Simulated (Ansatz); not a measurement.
# VTe4Mo: the cost of one run

Method: DFT r2SCAN, scalar-relativistic, plane waves, PAW, in Ansatz 0.2.0.

**1. The system as given**

It takes space group P-6m2 (No. 187, hexagonal). The conventional cell has a = 3.578 Å, b = 3.578 Å, c = 17.139 Å, α = 90.00°, β = 90.00°, γ = 120.00°. V (site symmetry -6m2) is surrounded by 6 Te at 2.71 Å. Te (site symmetry 3m) has 3 Mo at 2.74 Å in its first shell of neighbours. Te (site symmetry 3m) is surrounded by 3 V at 2.71 Å. Mo (site symmetry -6m2) is surrounded by 6 Te at 2.74 Å.

Structure file:

```
CELL_PARAMETERS angstrom
3.57751 0.00000 0.00000
-1.78876 3.09821 0.00000
0.00000 0.00000 17.13916
ATOMIC_POSITIONS crystal
V 0.00000 0.00000 0.00000
Te 0.33333 0.66667 0.39495
Te 0.33333 0.66667 0.89737
Te 0.33333 0.66667 0.10263
Te 0.33333 0.66667 0.60505
Mo 0.00000 0.00000 0.50000
```

It is the end of an earlier relaxation with the same method, from a generated guess; it is a trial structure. At a tolerance of 0.02 Å it has space group P-6m2 (No. 187); it has 31.66 Å³/atom, an uncorrected energy of -0.28 eV/atom over the elements and, on its mesh, gap 0.07 eV.

**2. Level of theory: r2SCAN**

input.yaml reads:

```yaml
crystal:
  lattice:
    - [3.5775101911, 0.0, 0.0]
    - [-1.7887550955, 3.0982147077, 0.0]
    - [0.0, 0.0, 17.139165]
  atoms:
    - { symbol: V, position: [0.0, 0.0, 0.0], spin: -2.0 }
    - { symbol: Te, position: [0.3333333333, 0.6666666667, 0.394953] }
    - { symbol: Te, position: [0.3333333333, 0.6666666667, 0.897371] }
    - { symbol: Te, position: [0.3333333333, 0.6666666667, 0.102629] }
    - { symbol: Te, position: [0.3333333333, 0.6666666667, 0.605047] }
    - { symbol: Mo, position: [0.0, 0.0, 0.5], spin: 1.0 }
basis:
  ecutwfc: 500
kpoints:
  mp_grid: { grid: [12, 12, 2] }
  band_path:
    path:
      - [[0.0, 0.0, 0.0], [0.5, 0.0, 0.0], [0.33333333, 0.33333333, 0.0], [0.0, 0.0, 0.0], [0.0, 0.0, 0.5], [0.5, 0.0, 0.5], [0.33333333, 0.33333333, 0.5], [0.0, 0.0, 0.5]]
      - [[0.5, 0.0, 0.5], [0.5, 0.0, 0.0]]
      - [[0.33333333, 0.33333333, 0.5], [0.33333333, 0.33333333, 0.0]]
    npoints: 14
hamiltonian:
  xc: r2scan
scf:
  occupations: { method: gaussian, width: 0.01 }
  n_extra_bands: 15
output:
  forces: true
  stress: true
  eigenvalues: true
  populations: true
  dos: { projected: true, de: 0.02, nscf_kmesh: { grid: [15, 15, 3] } }
  bader: true
magnetization:
  spin_polarized: true
```

Command:

```console
$ ansatz run input.yaml --threads 4 --pin off --max-ram 8192MiB --backend cpu --events-out ev --progress --plain --runs-dir out
```

What time and memory should one allow on 4 threads of AMD EPYC 9R45 (Zen 5), shared host?

About 66 s, with a peak of 2.2 GiB.
